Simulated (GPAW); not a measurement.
# SiSe (P-6m2) in GPAW: notebook

Runs on SiSe. Level: LDA. Tasks: relaxation of cell and atoms.

Program: GPAW 26.7.0. These are calculated values, not measurements. Logs are shortened: lines on timing, memory, paths and dates and some standing lists are left out, and cuts for length are marked. The log counts tension as positive stress, the text compression.

### 1 Starting point

Symmetry: P-6m2, No. 187, hexagonal system. Conventional cell: a = 3.595 Å, b = 3.595 Å, c = 3.599 Å, α = 90.00°, β = 90.00°, γ = 120.00°. Si (site symmetry -6m2) is surrounded by 6 Se at 2.75 Å. Se (site symmetry -6m2) is surrounded by 6 Si at 2.75 Å.

The cell was built by a generator and needn't be a form met in nature.

### 2 Relaxation of cell and atoms, LDA

File run.py:

```python
from ase import Atoms
from ase.filters import FrechetCellFilter
from ase.io import write
from ase.optimize import BFGS
from gpaw import GPAW, PW

atoms = Atoms(['Si', 'Se'],
              cell=[[3.5951980377, 0.0, 0.0],
                    [-1.7975990189, 3.1135328323, 0.0],
                    [0.0, 0.0, 3.59873]],
              scaled_positions=[[0.66667, 0.33333, 0.5],
                                [0.0000033333, -0.0000033333, 0.0]],
              pbc=True)

calc = GPAW(mode=PW(600),
            xc='LDA',
            kpts={'size': (7, 7, 6), 'gamma': True},
            occupations={'name': 'fermi-dirac', 'width': 0.05},
            nbands=13,
            convergence={'density': 1e-05, 'forces': 0.0001},
            maxiter=150,
            txt='gpaw.txt')
atoms.calc = calc
opt = BFGS(FrechetCellFilter(atoms), trajectory='relax.traj', logfile='-')
done = opt.run(fmax=0.02, steps=60)
calc.write('gs.gpw')
write('result.traj', atoms)
print('Converged:', done)
print('Cell:', atoms.cell.cellpar().round(4))
print('Volume:', round(atoms.get_volume(), 4))
print(atoms.get_scaled_positions().round(5))
```

Potentials or basis: the program's PAW data sets (release 1.2.1) made for this functional, pw.

Command:

```bash
$ OMP_NUM_THREADS=1 python run.py
```

gpaw.txt:

```text
__  _  _
 | _ |_)|_||  |
 |__||  | ||/\| - 26.7.0

Input parameters:
  mode=PW(ecut=600.0),
  convergence={'density': 1e-05, 'forces': 0.0001},
  kpts=MonkhorstPack(size=(7, 7, 6), gamma=True),
  maxiter=150,
  nbands=13,
  occupations=Occupations(name='fermi-dirac', width=0.05),
  xc=XC(name='LDA')

Diagonalizing LCAO Hamiltonian
Converting LCAO to pw mode

            Si

       Se

Atoms  # Å, Bohr magnetons
|   | symbol |        x |         y |        z |    initial magnetic moments |
|---|--------|----------|-----------|----------|-----------------------------|
| 0 |     Si | 1.797617 |  1.037834 | 1.799365 | ( 0.0000,  0.0000,  0.0000) |
| 1 |     Se | 0.000018 | -0.000010 | 0.000000 | ( 0.0000,  0.0000,  0.0000) |

Unit cell  # Å
| periodic |         x |        y |        z |  lengths |     angles |
|----------|-----------|----------|----------|----------|------------|
|      yes |  3.595198 | 0.000000 | 0.000000 | 3.595198 |  90.000000 |
|      yes | -1.797599 | 3.113533 | 0.000000 | 3.595198 |  90.000000 |
|      yes |  0.000000 | 0.000000 | 3.598730 | 3.598730 | 120.000000 |

Number of symmetries: 4
Symmetry operations  # r_c * U_cc + t_c -> r_c
|   | kind |            matrix            |
|---|------|------------------------------|
| 0 |  E   |  1, 0, 0,  0, 1, 0,  0, 0, 1 |
| 1 |  σ   |  1, 0, 0,  0, 1, 0,  0, 0,-1 |
| 2 |  σ   |  0,-1, 0, -1, 0, 0,  0, 0, 1 |
| 3 |  C2  |  0,-1, 0, -1, 0, 0,  0, 0,-1 |
[... 182 lines left out ...]
No gap
No difference between direct/indirect transitions

Stress tensor  # eV/Ang^3
|        x |        y |        z |
|----------|----------|----------|
| 0.026202 | 0.000000 | 0.000000 |
| 0.000000 | 0.026202 | 0.000000 |
| 0.000000 | 0.000000 | 0.030571 |

Forces  # eV/Ang
|        x |       y |       z |
|----------|---------|---------|
| -0.00000 | 0.00000 | 0.00000 |  # Si   0
| -0.00000 | 0.00000 | 0.00000 |  # Se   1

Interpolating wave functions to new cell

            Si

       Se

Atoms  # Å, Bohr magnetons
|   | symbol |        x |         y |        z |    initial magnetic moments |
|---|--------|----------|-----------|----------|-----------------------------|
| 0 |     Si | 1.790853 |  1.033929 | 1.791468 | ( 0.0000,  0.0000,  0.0000) |
| 1 |     Se | 0.000018 | -0.000010 | 0.000000 | ( 0.0000,  0.0000,  0.0000) |

Unit cell  # Å
| periodic |         x |         y |        z |  lengths |     angles |
|----------|-----------|-----------|----------|----------|------------|
|      yes |  3.581671 | -0.000000 | 0.000000 | 3.581671 |  90.000000 |
|      yes | -1.790836 |  3.101818 | 0.000000 | 3.581671 |  90.000000 |
|      yes |  0.000000 |  0.000000 | 3.582937 | 3.582937 | 120.000000 |

Number of symmetries: 4
Symmetry operations  # r_c * U_cc + t_c -> r_c
|   | kind |            matrix            |
|---|------|------------------------------|
| 0 |  E   |  1, 0, 0,  0, 1, 0,  0, 0, 1 |
| 1 |  σ   |  1, 0, 0,  0, 1, 0,  0, 0,-1 |
| 2 |  σ   |  0,-1, 0, -1, 0, 0,  0, 0, 1 |
| 3 |  C2  |  0,-1, 0, -1, 0, 0,  0, 0,-1 |
[... 181 lines left out ...]
No gap
No difference between direct/indirect transitions

Stress tensor  # eV/Ang^3
|        x |        y |        z |
|----------|----------|----------|
| 0.022908 | 0.000000 | 0.000000 |
| 0.000000 | 0.022908 | 0.000000 |
| 0.000000 | 0.000000 | 0.023625 |

Forces  # eV/Ang
|        x |       y |       z |
|----------|---------|---------|
| -0.00000 | 0.00000 | 0.00000 |  # Si   0
| -0.00000 | 0.00000 | 0.00000 |  # Se   1

Interpolating wave functions to new cell

            Si

       Se

Atoms  # Å, Bohr magnetons
|   | symbol |        x |         y |         z |    initial magnetic moments |
|---|--------|----------|-----------|-----------|-----------------------------|
| 0 |     Si | 1.757637 |  1.014752 |  1.757141 | ( 0.0000,  0.0000,  0.0000) |
| 1 |     Se | 0.000018 | -0.000010 | -0.000000 | ( 0.0000,  0.0000,  0.0000) |

Unit cell  # Å
| periodic |         x |         y |         z |  lengths |     angles |
|----------|-----------|-----------|-----------|----------|------------|
|      yes |  3.515239 | -0.000000 |  0.000000 | 3.515239 |  90.000000 |
|      yes | -1.757619 |  3.044286 | -0.000000 | 3.515239 |  90.000000 |
|      yes | -0.000000 |  0.000000 |  3.514282 | 3.514282 | 120.000002 |

Number of symmetries: 4
Symmetry operations  # r_c * U_cc + t_c -> r_c
|   | kind |            matrix            |
|---|------|------------------------------|
| 0 |  E   |  1, 0, 0,  0, 1, 0,  0, 0, 1 |
| 1 |  σ   |  1, 0, 0,  0, 1, 0,  0, 0,-1 |
| 2 |  σ   |  0,-1, 0, -1, 0, 0,  0, 0, 1 |
| 3 |  C2  |  0,-1, 0, -1, 0, 0,  0, 0,-1 |
[... 182 lines left out ...]
No gap
No difference between direct/indirect transitions

Stress tensor  # eV/Ang^3
|         x |         y |         z |
|-----------|-----------|-----------|
|  0.004030 | -0.000000 |  0.000000 |
| -0.000000 |  0.004030 |  0.000000 |
|  0.000000 |  0.000000 | -0.013049 |

Forces  # eV/Ang
|        x |        y |       z |
|----------|----------|---------|
| -0.00000 |  0.00000 | 0.00000 |  # Si   0
|  0.00000 | -0.00000 | 0.00000 |  # Se   1

Interpolating wave functions to new cell

            Si

       Se

Atoms  # Å, Bohr magnetons
|   | symbol |        x |         y |         z |    initial magnetic moments |
|---|--------|----------|-----------|-----------|-----------------------------|
| 0 |     Si | 1.758098 |  1.015018 |  1.761347 | ( 0.0000,  0.0000,  0.0000) |
| 1 |     Se | 0.000018 | -0.000010 | -0.000000 | ( 0.0000,  0.0000,  0.0000) |

Unit cell  # Å
| periodic |         x |         y |        z |  lengths |     angles |
|----------|-----------|-----------|----------|----------|------------|
|      yes |  3.516160 | -0.000000 | 0.000000 | 3.516160 |  90.000000 |
|      yes | -1.758080 |  3.045084 | 0.000000 | 3.516160 |  90.000000 |
|      yes | -0.000000 |  0.000000 | 3.522694 | 3.522694 | 120.000002 |

Number of symmetries: 4
Symmetry operations  # r_c * U_cc + t_c -> r_c
|   | kind |            matrix            |
|---|------|------------------------------|
| 0 |  E   |  1, 0, 0,  0, 1, 0,  0, 0, 1 |
| 1 |  σ   |  1, 0, 0,  0, 1, 0,  0, 0,-1 |
| 2 |  σ   |  0,-1, 0, -1, 0, 0,  0, 0, 1 |
| 3 |  C2  |  0,-1, 0, -1, 0, 0,  0, 0,-1 |
[... 180 lines left out ...]
No gap
No difference between direct/indirect transitions

Stress tensor  # eV/Ang^3
|         x |         y |         z |
|-----------|-----------|-----------|
|  0.004887 | -0.000000 |  0.000000 |
| -0.000000 |  0.004887 |  0.000000 |
|  0.000000 |  0.000000 | -0.009175 |

Forces  # eV/Ang
|       x |        y |       z |
|---------|----------|---------|
| 0.00000 | -0.00000 | 0.00000 |  # Si   0
| 0.00000 | -0.00000 | 0.00000 |  # Se   1

Interpolating wave functions to new cell

            Si

       Se

Atoms  # Å, Bohr magnetons
|   | symbol |        x |         y |        z |    initial magnetic moments |
|---|--------|----------|-----------|----------|-----------------------------|
| 0 |     Si | 1.753634 |  1.012441 | 1.772306 | ( 0.0000,  0.0000,  0.0000) |
| 1 |     Se | 0.000018 | -0.000010 | 0.000000 | ( 0.0000,  0.0000,  0.0000) |

Unit cell  # Å
| periodic |         x |         y |         z |  lengths |     angles |
|----------|-----------|-----------|-----------|----------|------------|
|      yes |  3.507233 | -0.000000 | -0.000000 | 3.507233 |  90.000000 |
|      yes | -1.753616 |  3.037353 |  0.000000 | 3.507233 |  90.000000 |
|      yes | -0.000000 | -0.000000 |  3.544612 | 3.544612 | 120.000002 |

Number of symmetries: 4
Symmetry operations  # r_c * U_cc + t_c -> r_c
|   | kind |            matrix            |
|---|------|------------------------------|
| 0 |  E   |  1, 0, 0,  0, 1, 0,  0, 0, 1 |
| 1 |  σ   |  1, 0, 0,  0, 1, 0,  0, 0,-1 |
| 2 |  σ   |  0,-1, 0, -1, 0, 0,  0, 0, 1 |
| 3 |  C2  |  0,-1, 0, -1, 0, 0,  0, 0,-1 |
[... 181 lines left out ...]
No gap
No difference between direct/indirect transitions

Stress tensor  # eV/Ang^3
|         x |         y |         z |
|-----------|-----------|-----------|
|  0.004329 | -0.000000 |  0.000000 |
| -0.000000 |  0.004329 |  0.000000 |
|  0.000000 |  0.000000 | -0.000829 |

Forces  # eV/Ang
|        x |        y |       z |
|----------|----------|---------|
|  0.00000 | -0.00000 | 0.00000 |  # Si   0
| -0.00000 |  0.00000 | 0.00000 |  # Se   1

Interpolating wave functions to new cell

            Si

       Se

Atoms  # Å, Bohr magnetons
|   | symbol |        x |         y |        z |    initial magnetic moments |
|---|--------|----------|-----------|----------|-----------------------------|
| 0 |     Si | 1.747290 |  1.008778 | 1.777233 | ( 0.0000,  0.0000,  0.0000) |
| 1 |     Se | 0.000017 | -0.000010 | 0.000000 | ( 0.0000,  0.0000,  0.0000) |

Unit cell  # Å
| periodic |         x |         y |         z |  lengths |     angles |
|----------|-----------|-----------|-----------|----------|------------|
|      yes |  3.494545 | -0.000000 | -0.000000 | 3.494545 |  90.000000 |
|      yes | -1.747273 |  3.026365 |  0.000000 | 3.494545 |  90.000000 |
|      yes | -0.000000 | -0.000000 |  3.554466 | 3.554466 | 120.000002 |

Number of symmetries: 4
Symmetry operations  # r_c * U_cc + t_c -> r_c
|   | kind |            matrix            |
|---|------|------------------------------|
| 0 |  E   |  1, 0, 0,  0, 1, 0,  0, 0, 1 |
| 1 |  σ   |  1, 0, 0,  0, 1, 0,  0, 0,-1 |
| 2 |  σ   |  0,-1, 0, -1, 0, 0,  0, 0, 1 |
| 3 |  C2  |  0,-1, 0, -1, 0, 0,  0, 0,-1 |
[... 181 lines left out ...]
No gap
No difference between direct/indirect transitions

Stress tensor  # eV/Ang^3
|         x |         y |        z |
|-----------|-----------|----------|
|  0.001818 | -0.000000 | 0.000000 |
| -0.000000 |  0.001818 | 0.000000 |
|  0.000000 |  0.000000 | 0.001784 |

Forces  # eV/Ang
|        x |        y |       z |
|----------|----------|---------|
| -0.00000 |  0.00000 | 0.00000 |  # Si   0
|  0.00000 | -0.00000 | 0.00000 |  # Se   1

Interpolating wave functions to new cell

            Si

       Se

Atoms  # Å, Bohr magnetons
|   | symbol |        x |         y |        z |    initial magnetic moments |
|---|--------|----------|-----------|----------|-----------------------------|
| 0 |     Si | 1.744321 |  1.007064 | 1.776972 | ( 0.0000,  0.0000,  0.0000) |
| 1 |     Se | 0.000017 | -0.000010 | 0.000000 | ( 0.0000,  0.0000,  0.0000) |

Unit cell  # Å
| periodic |         x |         y |         z |  lengths |     angles |
|----------|-----------|-----------|-----------|----------|------------|
|      yes |  3.488608 | -0.000000 | -0.000000 | 3.488608 |  90.000000 |
|      yes | -1.744304 |  3.021223 |  0.000000 | 3.488608 |  90.000000 |
|      yes | -0.000000 | -0.000000 |  3.553944 | 3.553944 | 120.000002 |

Number of symmetries: 4
Symmetry operations  # r_c * U_cc + t_c -> r_c
|   | kind |            matrix            |
|---|------|------------------------------|
| 0 |  E   |  1, 0, 0,  0, 1, 0,  0, 0, 1 |
| 1 |  σ   |  1, 0, 0,  0, 1, 0,  0, 0,-1 |
| 2 |  σ   |  0,-1, 0, -1, 0, 0,  0, 0, 1 |
| 3 |  C2  |  0,-1, 0, -1, 0, 0,  0, 0,-1 |
[... 180 lines left out ...]
No gap
No difference between direct/indirect transitions

Stress tensor  # eV/Ang^3
|         x |         y |        z |
|-----------|-----------|----------|
|  0.000222 | -0.000000 | 0.000000 |
| -0.000000 |  0.000222 | 0.000000 |
|  0.000000 |  0.000000 | 0.000747 |

Forces  # eV/Ang
|        x |       y |       z |
|----------|---------|---------|
| -0.00000 | 0.00000 | 0.00000 |  # Si   0
| -0.00000 | 0.00000 | 0.00000 |  # Se   1

# Writing to gs.gpw (mode='')
```

Run time: 79 s. Hardware: 1 thread of Arm Neoverse V2, shared host; peak memory 0.27 GiB.

Results:

```yaml
Free_energy: -9.8058 eV
Relaxed_volume: 18.73 Å³/atom
Relaxed_cell: a = 3.489 Å, b = 3.489 Å, c = 3.554 Å, α = 90.00°, β = 90.00°, γ = 120.00°
Space_group_after_relaxing_to_0.05_Å: P-6m2 (No. 187)
Energy_gained_by_relaxing: 20.3 meV/atom
Ionic_steps: 7
Pressure_after_relaxing: -0.1 GPa
Band_gap_on_the_k_mesh: none (metal or under the smearing width)
```

Step by step:
```tsv
step	energy change (eV)	largest force (eV/Å)	pressure (GPa)	volume (Å³)
1	0.0000	0.0000	-4.43	40.28
2	-0.0123	0.0000	-3.71	39.81
3	-0.0365	0.0000	0.27	37.61
4	-0.0375	0.0000	-0.03	37.72
5	-0.0397	0.0000	-0.42	37.76
6	-0.0405	0.0000	-0.29	37.59
7	-0.0406	0.0000	-0.06	37.46
```

Final structure:
```
Si Se
1.0
     3.48861    0.00000    0.00000
    -1.74430    3.02122    0.00000
     0.00000    0.00000    3.55394
Si Se
1 1
Direct
  0.66667 0.33333 0.50000
  0.00000 0.00000 0.00000
```

Caveat: later steps reuse the first step's grids.

(Continued in part 2 of 3.)
